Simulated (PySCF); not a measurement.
# C5H7BS: electronic excitations

What electronic excitations should C5H7BS (`C#CB(C=C)SC`) show?

The runs use PySCF 2.14.0, with density-fitted response routines of our own; the level of theory stands in each step. All values are computed, except where a source is named. Atoms are numbered from 0 throughout.

## (1) The starting structure

14 atoms, charge 0, multiplicity 1; geometry from: GFN2-xTB.

Bonds of the start (Å): C0–C1 1.21, C1–B2 1.51, B2–C3 1.55, C3–C4 1.33, B2–S5 1.79, S5–C6 1.83, C0–H7 1.05, C3–H8 1.09, C4–H9 1.08, C4–H10 1.08, C6–H11 1.09, C6–H12 1.09, C6–H13 1.09.

## (2) TDDFT and polarisability: PBE0/def2-SVPD

The job: settings as JSON, then the geometry in Å.

```
{"job": {"kind": "uv", "xc": "PBE0", "basis": "def2-SVPD", "nstates": 8, "ntriplets": 3}, "charge": 0, "multiplicity": 1}
C     -1.221482     2.191420     0.849652
C     -0.506398     1.312665     0.438594
B      0.355307     0.186377    -0.073441
C      1.814984     0.450697    -0.534817
C      2.624806    -0.469507    -1.055142
S     -0.319483    -1.465876    -0.147843
C     -2.019351    -1.249078     0.481298
H     -1.829491     2.972230     1.205918
H      2.202332     1.459572    -0.429804
H      2.298251    -1.489493    -1.188030
H      3.633803    -0.248724    -1.367953
H     -2.560257    -0.564708    -0.164210
H     -1.985132    -0.858720     1.493351
H     -2.488568    -2.227328     0.470259
```

With the program's defaults for keys left out, this is: TDDFT PBE0/def2-SVPD, vertical, gas phase, core orbitals frozen in the response.

Launch:

```sh
$ OMP_NUM_THREADS=1 python probes_run.py task.json out
```

One launch serves the whole session: the jobs run in the order shown.

What will the session give for the following? lowest singlet (PBE0/def2-SVPD); brightest single state of those computed; lowest triplet. Wanted: lowest singlet; brightest single state of those computed; lowest triplet.

**Answer**, as computed:

| quantity | value |
| --- | --- |
| lowest singlet (PBE0/def2-SVPD) | 4.37 eV (284 nm), f = 0.125 |
| brightest single state of those computed | state 3, 5.31 eV, f = 0.237 |
| lowest triplet | 3.17 eV |

What this shows: The lowest singlet, at 4.37 eV, is HOMO→LUMO 0.97 and is bright; of the 8 states computed, the strongest absorption comes from state 3 at 5.31 eV. The lowest triplet lies 1.21 eV below the lowest singlet (triplets in Tamm-Dancoff, singlets in full TDDFT).
